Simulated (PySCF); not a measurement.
**C₂H₇B₂F: geometry, NMR shifts, spin-spin couplings, electronic excitations and core binding energies**

Wanted: the NMR shifts, spin-spin couplings, electronic excitations and core binding energies of C₂H₇B₂F (`CB(C)BF`), by calculation.

Programs: PySCF 2.14.0, with density-fitted response routines of our own. Each step states its level of theory. These are calculated values for one molecule in the gas phase, unless marked as measured. Atoms are numbered from 0 throughout.

## Step 1: Starting geometry

12 atoms, charge 0, multiplicity 1; geometry from: GFN2-xTB.

Bonds of the start (Å): C0–B1 1.58, B1–C2 1.58, B1–B3 1.67, B3–F4 1.33, C0–H5 1.09, C0–H6 1.09, C0–H7 1.09, C2–H8 1.09, C2–H9 1.09, C2–H10 1.09, B3–H11 1.19.

## Step 2: Geometry optimisation at PBE0-D3(BJ)/def2-SVP

The job: settings as JSON, then the geometry in Å.

```
{"job": {"xc": "PBE0", "basis": "def2-SVP", "d3": "d3bj", "grid": 1, "kind": "geom"}, "charge": 0, "multiplicity": 1}
C     -1.409956    -0.506180     0.181236
B      0.103990    -0.081260    -0.002577
C      0.391595     1.472817    -0.083807
B      1.313147    -1.214949    -0.161219
F      1.963244    -1.732262     0.872415
H     -2.118129     0.314701     0.093443
H     -1.537912    -0.940087     1.173458
H     -1.705194    -1.285821    -0.518852
H     -0.157596     2.025883     0.676506
H      0.022765     1.839862    -1.042320
H      1.440184     1.751291    -0.014969
H      1.695061    -1.644682    -1.199343
```

**Question.** This job is followed by: GIAO PBE0/pcSseg-1 NMR shielding, non-relativistic, gas phase; B3LYP/pcJ-1 indirect spin-spin coupling, non-relativistic, gas phase; TDDFT PBE0/def2-SVPD, vertical, gas phase, core orbitals frozen in the response; GIAO wB97X-D/pcSseg-2 NMR shielding, non-relativistic, gas phase; delta-SCF UKS SCAN, pcX-2 on the ionised atom, pcseg-1 elsewhere, spin-free X2C. What will the session give for the following? point group; rotational constants (main isotopes); ¹³C shifts against TMS (PBE0/pcSseg-1, means over atoms taken as alike); ¹H shifts against TMS (PBE0/pcSseg-1, means over atoms taken as alike); ¹¹B shifts against BF3·OEt2 (PBE0/pcSseg-1); ¹⁹F shifts against CFCl3 (PBE0/pcSseg-1); largest coupling of the table (B3LYP/pcJ-1); lowest singlet (PBE0/def2-SVPD); brightest single state of those computed; lowest triplet; vertical ionisation energy (ΔSCF); B1s binding energies, SCAN/pcX-2; C1s binding energies, SCAN/pcX-2; F1s binding energies, SCAN/pcX-2; range of the shift of F4.

The runs gave:

| quantity | value |
| --- | --- |
| point group | C1 |
| rotational constants (main isotopes) | 6.75, 2.99, 2.30 GHz |
| ¹³C shifts against TMS (PBE0/pcSseg-1, means over atoms taken as alike) | 16.9 ppm |
| ¹H shifts against TMS (PBE0/pcSseg-1, means over atoms taken as alike) | 6.54, 1.11 ppm |
| ¹¹B shifts against BF3·OEt2 (PBE0/pcSseg-1) | 96.6, 72.0 ppm |
| ¹⁹F shifts against CFCl3 (PBE0/pcSseg-1) | 26.7 ppm |
| largest coupling of the table (B3LYP/pcJ-1) | ¹J(B,F) B3–F4, -227.4 Hz |
| lowest singlet (PBE0/def2-SVPD) | 4.85 eV (256 nm), f = 0.007 |
| brightest single state of those computed | state 10, 8.44 eV, f = 0.061 |
| lowest triplet | 4.07 eV |
| vertical ionisation energy (ΔSCF) | 9.75 eV |
| B1s binding energies, SCAN/pcX-2 | B3 197.24, B1 195.59 eV |
| C1s binding energies, SCAN/pcX-2 | C0 290.25 eV |
| F1s binding energies, SCAN/pcX-2 | F4 692.91 eV |
| range of the shift of F4 | 16.0 to 26.7 ppm |

Relaxing lowered the energy by 0.075 eV in 7 steps; the close pair that moved most is B1–B3, from 1.665 to 1.701 Å. At PBE0/pcSseg-1: Shielding is most anisotropic at F4 (span 623 ppm, paramagnetic term -316 ppm). In the run at B3LYP/pcJ-1, the largest coupling of the table is B3–F4, -227.4 Hz, of which the Fermi-contact term gives -142.3 Hz. Couplings across rotatable bonds belong to this one conformer; where others are populated, the observed values are averages. The first singlet state (HOMO→LUMO 0.98) lies at 4.85 eV and is weak; of the 10 states computed, the strongest absorption comes from state 10 at 8.44 eV (the last computed, so partners may be missing). The lowest triplet lies 0.77 eV below the lowest singlet (triplets in Tamm-Dancoff, singlets in full TDDFT). ΔSCF puts the ionisation energy at 9.75 eV, 2.20 eV above −ε(HOMO). The B1s levels kept as sound span 1.65 eV, from B1 (boron bonded to 2 C, B) up to B3 (boron bonded to B, F, H). Across the 2 runs the shift of F4 moves most, between 16.0 (wB97X-D/pcSseg-2) and 26.7 ppm (PBE0/pcSseg-1).
